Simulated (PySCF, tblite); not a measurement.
# C4H26Ge12N4Si12: electronic excitations, NMR shifts, part 2 of 2

tblite 0.8.0 and PySCF 2.14.0. Atoms count from 0. The steps go on from the part before.

## 4. NMR shifts: GIAO KT2/pcSseg-1

What the job is given:

```
{"job": {"kind": "nmr", "basis": "pcSseg-1", "pop": false, "xc": "KT2"}, "charge": 0, "multiplicity": 1}
Ge    -1.937923    -0.843982    -4.086423
Ge    -1.814965    -0.804477     2.293065
Si    -1.940635    -0.902879    -0.118672
Ge    -1.999103     1.370502    -0.947311
Si    -2.009151     1.403922    -3.348898
Ge    -3.890701     2.446238     2.243209
Si    -3.944051     2.472847    -0.110300
Si    -2.005832     1.408770     3.211381
Ge     1.938759    -0.843992    -4.086019
Ge     0.000248    -2.113232    -0.935040
Si     0.000447    -1.984017    -3.340237
Ge     1.815109    -0.804867     2.292998
Si     1.941215    -0.902952    -0.118457
Si    -0.000175    -2.195123     3.060946
Ge    -0.000118    -4.391627     2.169612
Si    -0.000069    -4.394151    -0.200416
Ge     0.000491     2.417514    -4.073849
Ge     2.000123     1.370586    -0.946967
Si     2.010225     1.403773    -3.348523
Ge     3.891158     2.445349     2.244005
Si     3.944941     2.472340    -0.109673
Ge     0.000534     2.367554     2.343264
Si     0.000311     2.433078    -0.067296
Si     2.006161     1.407919     3.211751
H     -2.116478    -1.006050    -5.581472
H     -3.155229    -1.600062    -3.592351
H     -3.165043    -1.628626    -0.501286
H     -3.199052     2.086652    -3.875697
H     -3.990542     3.861064     2.782279
H     -5.156988     1.849564     2.815199
H     -3.974567     3.854304    -0.607990
H     -5.153281     1.811650    -0.613840
H     -1.986142     1.354277     4.676503
H      2.117591    -1.005908    -5.581111
H      3.156288    -1.600151    -3.592063
H      3.165631    -1.628650    -0.501237
H     -1.167963    -5.120039     2.799711
H      1.167060    -5.120566     2.800114
H     -1.196832    -5.091678    -0.673599
H      1.196448    -5.092417    -0.673333
H      0.000639     3.868510    -3.634358
H      0.000418     2.612971    -5.578961
H      3.200110     2.086577    -3.875294
H      3.990972     3.860320     2.783393
H      5.157708     1.848730     2.816149
H      3.975889     3.853907    -0.606980
H      5.154178     1.811092    -0.612918
H      0.000711     3.846572     2.742802
H      0.000242     3.835271    -0.530077
H      1.986086     1.353469     4.676726
C      0.000401    -3.759347    -3.907299
N      0.000195    -4.869633    -4.199235
C      3.407377    -1.732688     2.789944
N      4.374437    -2.287699     3.066668
C     -3.407493    -1.731811     2.789907
N     -4.374917    -2.286220     3.066279
C     -0.000002    -1.873242     4.897451
N     -0.000213    -1.580199     6.007672
```

Level: GIAO KT2/pcSseg-1 NMR shielding, non-relativistic, gas phase.

Log:

```text
start: PBE on a coarse grid of 249192 points
cycle   1  E = -28775.9622988952  dE = -4.134e+00  |g| = 3.594e+00  |ddm| = 9.869e+00
cycle   2  E = -28772.9898161057  dE =  2.972e+00  |g| = 5.202e+00  |ddm| = 5.938e+00
cycle   3  E = -28774.8063383877  dE = -1.817e+00  |g| = 2.773e+00  |ddm| = 6.591e+00
cycle   4  E = -28776.8102684872  dE = -2.004e+00  |g| = 2.560e-01  |ddm| = 3.057e+00
cycle   5  E = -28776.8073865154  dE =  2.882e-03  |g| = 2.472e-01  |ddm| = 6.987e-01
cycle   6  E = -28776.8219856274  dE = -1.460e-02  |g| = 1.235e-01  |ddm| = 4.463e-01
cycle   7  E = -28776.8256871193  dE = -3.701e-03  |g| = 3.513e-02  |ddm| = 1.536e-01
cycle   8  E = -28776.8259426573  dE = -2.555e-04  |g| = 1.560e-02  |ddm| = 4.812e-02
cycle   9  E = -28776.8260051964  dE = -6.254e-05  |g| = 5.400e-03  |ddm| = 2.637e-02
final grid: 477975 points
cycle  10  E = -28922.5867789410  dE = -5.584e-02  |g| = 1.572e+00  |ddm| = 2.046e+00
cycle  11  E = -28922.4473660245  dE =  1.394e-01  |g| = 1.983e+00  |ddm| = 2.113e+00
cycle  12  E = -28922.7167505778  dE = -2.694e-01  |g| = 2.798e-01  |ddm| = 1.474e+00
cycle  13  E = -28922.7284693045  dE = -1.172e-02  |g| = 1.767e-01  |ddm| = 7.636e-01
cycle  14  E = -28922.7386910995  dE = -1.022e-02  |g| = 3.592e-02  |ddm| = 3.277e-01
cycle  15  E = -28922.7388908839  dE = -1.998e-04  |g| = 2.353e-02  |ddm| = 4.721e-02
cycle  16  E = -28922.7390274748  dE = -1.366e-04  |g| = 4.276e-03  |ddm| = 2.494e-02
cycle  17  E = -28922.7390296311  dE = -2.156e-06  |g| = 2.406e-03  |ddm| = 8.703e-03
cycle  18  E = -28922.7390283472  dE =  1.284e-06  |g| = 7.105e-04  |ddm| = 2.786e-03
cycle  19  E = -28922.7390223132  dE =  6.034e-06  |g| = 2.877e-04  |ddm| = 1.133e-03
cycle  20  E = -28922.7390272452  dE = -4.932e-06  |g| = 1.199e-04  |ddm| = 5.597e-04
cycle  21  E = -28922.7390268539  dE =  3.913e-07  |g| = 5.095e-05  |ddm| = 2.484e-04
converged SCF energy = -28922.7390268539

GIAO shielding tensors (ppm)
atom      isotropic    diamagn.    paramagn.     s11        s22        s33       span
  0 Ge    1684.475    2763.803   -1079.328   1645.534   1694.922   1712.969     67.435
  1 Ge    1623.186    2770.173   -1146.986   1583.058   1624.827   1661.674     78.616
  2 Si     432.743     885.523    -452.780    422.553    430.407    445.269     22.716
  3 Ge    1709.885    2768.000   -1058.115   1661.383   1729.661   1738.611     77.227
  4 Si     453.554     884.947    -431.393    437.431    452.585    470.647     33.216
  5 Ge    1694.245    2761.778   -1067.533   1648.390   1678.337   1756.008    107.618
  6 Si     450.124     885.688    -435.564    432.168    435.418    482.787     50.619
  7 Si     463.041     886.620    -423.579    436.517    467.933    484.673     48.156
  8 Ge    1684.534    2763.797   -1079.264   1645.557   1694.986   1713.057     67.500
  9 Ge    1694.580    2770.200   -1075.620   1668.222   1696.571   1718.947     50.726
 10 Si     442.487     883.050    -440.562    425.873    438.612    462.977     37.104
 11 Ge    1623.186    2770.168   -1146.982   1583.125   1624.715   1661.718     78.593
 12 Si     432.767     885.521    -452.754    422.581    430.396    445.325     22.744
 13 Si     451.099     883.616    -432.517    434.037    435.491    483.769     49.732
 14 Ge    1676.727    2762.430   -1085.703   1611.099   1673.313   1745.769    134.670
 15 Si     446.983     886.896    -439.912    428.851    439.883    472.216     43.365
 16 Ge    1709.885    2762.720   -1052.836   1678.797   1723.808   1727.049     48.251
 17 Ge    1709.879    2768.004   -1058.125   1661.441   1729.709   1738.486     77.045
 18 Si     453.547     884.944    -431.397    437.453    452.522    470.666     33.213
 19 Ge    1694.221    2761.772   -1067.552   1648.468   1678.231   1755.963    107.495
 20 Si     450.133     885.686    -435.553    432.179    435.429    482.791     50.612
 21 Ge    1680.111    2767.336   -1087.225   1631.325   1691.974   1717.035     85.710
 22 Si     446.248     884.939    -438.691    436.453    446.404    455.888     19.435
 23 Si     463.095     886.626    -423.531    436.597    467.967    484.720     48.124
 24 H       27.622      29.374      -1.752     20.615     20.723     41.529     20.914
 25 H       27.464      31.707      -4.243     20.378     23.663     38.352     17.974
 26 H       26.270      33.988      -7.718     22.672     24.902     31.236      8.564
 27 H       27.396      29.564      -2.168     22.038     24.634     35.515     13.477
 28 H       27.599      29.265      -1.666     20.541     21.356     40.902     20.361
 29 H       27.359      29.190      -1.832     19.971     21.546     40.559     20.588
 30 H       27.315      29.152      -1.837     22.111     25.495     34.339     12.228
 31 H       27.224      29.192      -1.968     22.183     25.345     34.146     11.963
 32 H       27.196      32.485      -5.289     22.373     24.755     34.460     12.087
 33 H       27.621      29.370      -1.749     20.614     20.722     41.527     20.913
 34 H       27.462      31.701      -4.238     20.378     23.660     38.349     17.972
 35 H       26.270      33.985      -7.714     22.673     24.902     31.236      8.564
 36 H       27.133      28.779      -1.646     19.890     21.610     39.900     20.011
 37 H       27.134      28.780      -1.646     19.889     21.609     39.905     20.015
 38 H       26.903      30.632      -3.729     21.745     25.326     33.636     11.891
 39 H       26.902      30.630      -3.728     21.744     25.325     33.636     11.892
 40 H       27.705      31.226      -3.521     20.308     23.551     39.256     18.948
 41 H       27.872      29.754      -1.881     20.556     21.006     42.055     21.499
 42 H       27.396      29.560      -2.164     22.038     24.634     35.515     13.477
 43 H       27.596      29.258      -1.662     20.539     21.355     40.894     20.355
 44 H       27.355      29.182      -1.827     19.969     21.543     40.553     20.584
 45 H       27.315      29.150      -1.835     22.111     25.493     34.340     12.230
 46 H       27.225      29.190      -1.965     22.183     25.345     34.147     11.964
 47 H       26.927      33.301      -6.374     19.630     21.603     39.549     19.919
 48 H       26.556      32.845      -6.290     22.853     24.725     32.089      9.236
 49 H       27.198      32.491      -5.293     22.374     24.757     34.464     12.090
 50 C       76.686     262.985    -186.299    -31.840    -25.900    287.798    319.638
 51 N      -84.196     336.828    -421.025   -265.449   -253.181    266.040    531.489
 52 C       74.998     265.472    -190.473    -34.433    -29.829    289.258    323.691
 53 N      -80.178     340.783    -420.961   -264.089   -250.955    274.511    538.599
 54 C       75.012     265.477    -190.465    -34.415    -29.808    289.259    323.674
 55 N      -80.138     340.786    -420.925   -264.024   -250.911    274.521    538.545
 56 C       78.153     264.610    -186.457    -26.182    -24.485    285.127    311.309
 57 N      -85.364     336.435    -421.799   -267.540   -261.279    272.726    540.266
```

Run time: 64 s. Hardware: 8 threads of Arm Neoverse V1, shared host; peak memory 4.5 GiB.

The references, computed at this level on geometries of the same kind, shield at (ppm): ¹H TMS 31.62, ¹³C TMS 185.6, ²⁹Si TMS 357.4, ¹⁵N NH3 266.5. Their shielding less the atom's gives the shift. The references are single molecules in the gas phase, so shifts against H2O, NH3, PH3, H3PO4 or CFCl3 are not on the usual liquid scales and can be off by tens of ppm. Atoms listed in one row are averaged.

```tsv
atoms	environment	σ (ppm)	δ (ppm)
C52, C54	carbon bonded to Ge, N	75.0	110.6
C50	carbon bonded to N, Si	76.7	108.9
C56	carbon bonded to N, Si	78.2	107.4
H26, H35	hydrogen on a silicon bonded to 3 Ge	26.27	5.35
H48	hydrogen on a silicon bonded to 3 Ge	26.56	5.07
H38, H39	hydrogen on a silicon bonded to 2 Ge	26.90	4.72
H47	hydrogen on a germanium bonded to 3 Si	26.93	4.70
H36, H37	hydrogen on a germanium bonded to 2 Si	27.13	4.49
H32, H49	hydrogen on a silicon bonded to 3 Ge	27.20	4.43
H31, H46	hydrogen on a silicon bonded to 2 Ge	27.22	4.40
H30, H45	hydrogen on a silicon bonded to 2 Ge	27.31	4.31
H29, H44	hydrogen on a germanium bonded to 2 Si	27.36	4.27
H27, H42	hydrogen on a silicon bonded to 3 Ge	27.40	4.23
H25, H34	hydrogen on a germanium bonded to 2 Si	27.46	4.16
H28, H43	hydrogen on a germanium bonded to 2 Si	27.60	4.03
H24, H33	hydrogen on a germanium bonded to 2 Si	27.62	4.00
H40	hydrogen on a germanium bonded to 2 Si	27.70	3.92
H41	hydrogen on a germanium bonded to 2 Si	27.87	3.75
Ge1, Ge11	germanium bonded to C, 3 Si	1623	–
Ge14	germanium bonded to 2 Si, 2 H	1677	–
Ge21	germanium bonded to 3 Si, H	1680	–
Ge0, Ge8	germanium bonded to 2 Si, 2 H	1685	–
Ge5, Ge19	germanium bonded to 2 Si, 2 H	1694	–
Ge9	germanium bonded to 4 Si	1695	–
Ge3, Ge17	germanium bonded to 4 Si	1710	–
Ge16	germanium bonded to 2 Si, 2 H	1710	–
Si2, Si12	silicon bonded to 3 Ge, H	432.8	-75.3
Si10	silicon bonded to C, 3 Ge	442.5	-85.1
Si22	silicon bonded to 3 Ge, H	446.2	-88.8
Si15	silicon bonded to 2 Ge, 2 H	447.0	-89.6
Si6, Si20	silicon bonded to 2 Ge, 2 H	450.1	-92.7
Si13	silicon bonded to C, 3 Ge	451.1	-93.7
Si4, Si18	silicon bonded to 3 Ge, H	453.6	-96.1
Si7, Si23	silicon bonded to 3 Ge, H	463.1	-105.6
N57	nitrogen bonded to C	-85.4	351.9
N51	nitrogen bonded to C	-84.2	350.7
N53, N55	nitrogen bonded to C	-80.2	346.7
```

Ring of atoms Ge0, Si2, Ge3, Si4, Ge9, Si10: NICS(0) -2.2, NICS(1) -2.0, NICS(1)zz 5.1 ppm (means of both faces).

Ring of atoms Ge0, Si4, Ge8, Si10, Ge16, Si18: NICS(0) -2.3, NICS(1) -1.8, NICS(1)zz 3.4 ppm (means of both faces).

Ring of atoms Ge1, Si2, Ge3, Ge5, Si6, Si7: NICS(0) -1.1, NICS(1) -1.2, NICS(1)zz 4.7 ppm (means of both faces).

## 5. What came out

The summary covers parts 1 to 2.

| quantity | value |
| --- | --- |
| lowest singlet (PBE0/6-31G*) | 4.39 eV (283 nm), f = 0.002 |
| brightest single state of those computed | state 3, 4.47 eV, f = 0.012 |
| ¹³C shifts against TMS (KT2/pcSseg-1, means over atoms taken as alike) | 110.6, 108.9, 107.4 ppm |
| ¹H shifts against TMS (KT2/pcSseg-1, means over atoms taken as alike) | 5.35, 5.07, 4.72, 4.70, 4.49, 4.43, 4.40, 4.31, 4.27, 4.23, 4.16, 4.03, 4.00, 3.92 ppm and more |
| ²⁹Si shifts against TMS (KT2/pcSseg-1, means over atoms taken as alike) | -75.3, -85.1, -88.8, -89.6, -92.7, -93.7, -96.1, -105.6 ppm |
| ¹⁵N shifts against NH3 (KT2/pcSseg-1, means over atoms taken as alike) | 351.9, 350.7, 346.7 ppm |
| shieldings of Ge (KT2/pcSseg-1, a mean where the table joins atoms) | Ge1 1623.2, Ge14 1676.7, Ge21 1680.1, Ge0 1684.5, Ge5 1694.2, Ge9 1694.6, Ge3 1709.9, Ge16 1709.9 ppm |

**Reading.** The first singlet state (HOMO→LUMO 0.77, HOMO−3→LUMO 0.15) lies at 4.39 eV and is weak; of the 5 states computed, the strongest absorption comes from states 3 to 4 together at 4.47 eV.
